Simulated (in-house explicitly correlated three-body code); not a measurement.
**C⁴⁺ with a centre of 5000 electron masses: exact states**

System: C⁴⁺ with a centre of 5000 electron masses. A variational three-body run gives its energies and expectation values.

The numbers are computed with in-house explicitly correlated three-body code version 1 (two electrons, non-relativistic, variational in exponentially correlated functions), except any that are marked as measured or tabulated.

## Step 1: The system

- charge of the centre: +6
- mass of the centre: 5000 electron masses
- interactions: Coulomb
- basis: 260 functions exp(−a r1 − b r2 − g r12) a state, exponent ranges optimised
- units: hartree and bohr; relativity and QED are left out

## Step 2: The run

Settings:

```ini
Z = 6.0
nuclear_mass = 5000.0
interaction_strength = 1.0
functions = 260
states_tried = 13
```

On the command line:

```
$ python run_hyl.py task.json out
```

Before running it: what results should come out? Wanted: ground-state energy; binding of the second electron; ⟨r12⟩, ⟨cos θ12⟩.

As calculated:

| quantity | value |
| --- | --- |
| ground-state energy | -32.39962984 hartree |
| binding of the second electron | 391.93 eV |
| ⟨r12⟩, ⟨cos θ12⟩ | 0.3954 bohr, -0.0220 |

**Reading.** The second electron is bound by 391.9 eV, and the mean cosine of -0.022 shows the electrons leaning only slightly to opposite sides. The virial ratio −T/E is 1.0000000, where an exact Coulomb state gives 1. Exchange puts 2 ³S 5.41 eV under 2 ¹S.
